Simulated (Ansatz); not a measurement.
# YNi5: the cost of one run

Program: Ansatz 0.2.0. Level of theory: DFT PBEsol, scalar-relativistic, plane waves, PAW. These are calculated values, not measurements.

## (1) The starting structure

Symmetry: P6/mmm, No. 191, hexagonal system. The conventional cell has a = 4.880 Å, b = 4.880 Å, c = 3.980 Å, α = 90.00°, β = 90.00°, γ = 120.00°. Y (site symmetry 6/mmm) is surrounded by 18 Ni at 2.82 to 3.15 Å. Around Ni (site symmetry mmm) lie 8 Ni at 2.44 Å. Around Ni (site symmetry -6m2) lie 6 Ni at 2.44 Å.

Coordinates:

```cif
data_structure
_symmetry_space_group_name_H-M 'P6/mmm'
_symmetry_Int_Tables_number 191
_cell_length_a 4.8800
_cell_length_b 4.8800
_cell_length_c 3.9800
_cell_angle_alpha 90.000
_cell_angle_beta 90.000
_cell_angle_gamma 120.000
_cell_volume 82.08
loop_
_atom_site_label
_atom_site_type_symbol
_atom_site_symmetry_multiplicity
_atom_site_Wyckoff_symbol
_atom_site_fract_x
_atom_site_fract_y
_atom_site_fract_z
_atom_site_occupancy
Y1 Y 1 a 0.00000 0.00000 0.00000 1
Ni1 Ni 3 g 0.50000 0.00000 0.50000 1
Ni2 Ni 2 c 0.33333 0.66667 0.00000 1
```

The structure comes from the Crystallography Open Database.

## (2) Ground state at the listed geometry

The input, input.yaml:

```yaml
crystal:
  lattice:
    - [4.88, 0.0, 0.0]
    - [-2.44, 4.2262039705, 0.0]
    - [0.0, 0.0, 3.98]
  atoms:
    - { symbol: "Y", position: [0.0, 0.0, 0.0] }
    - { symbol: Ni, position: [0.5, 0.0, 0.5], spin: 2.0 }
    - { symbol: Ni, position: [0.5, 0.5, 0.5], spin: 2.0 }
    - { symbol: Ni, position: [0.0, 0.5, 0.5], spin: 2.0 }
    - { symbol: Ni, position: [0.3333333333, 0.6666666667, 0.0], spin: 2.0 }
    - { symbol: Ni, position: [0.6666666667, 0.3333333333, 0.0], spin: 2.0 }
magnetization:
  spin_polarized: true
basis:
  ecutwfc: 420
  fft_grid_basis: typed
kpoints:
  mp_grid: { grid: [9, 9, 8] }
hamiltonian:
  xc: pbesol
scf:
  occupations: { method: gaussian, width: 0.05 }
output:
  forces: true
  stress: true
  eigenvalues: true
  bader: true
  write_density: true
  volumetric_format: npy
  populations: true
  elf: true
```

Launch:

```console
$ ansatz run input.yaml --threads 2 --pin off --max-ram 4096MiB --backend cpu --events-out ev --progress --plain --runs-dir out
```

What time and memory should one allow on 2 threads of Arm Neoverse V2, shared host?

About 50 s, with a peak of 0.73 GiB.
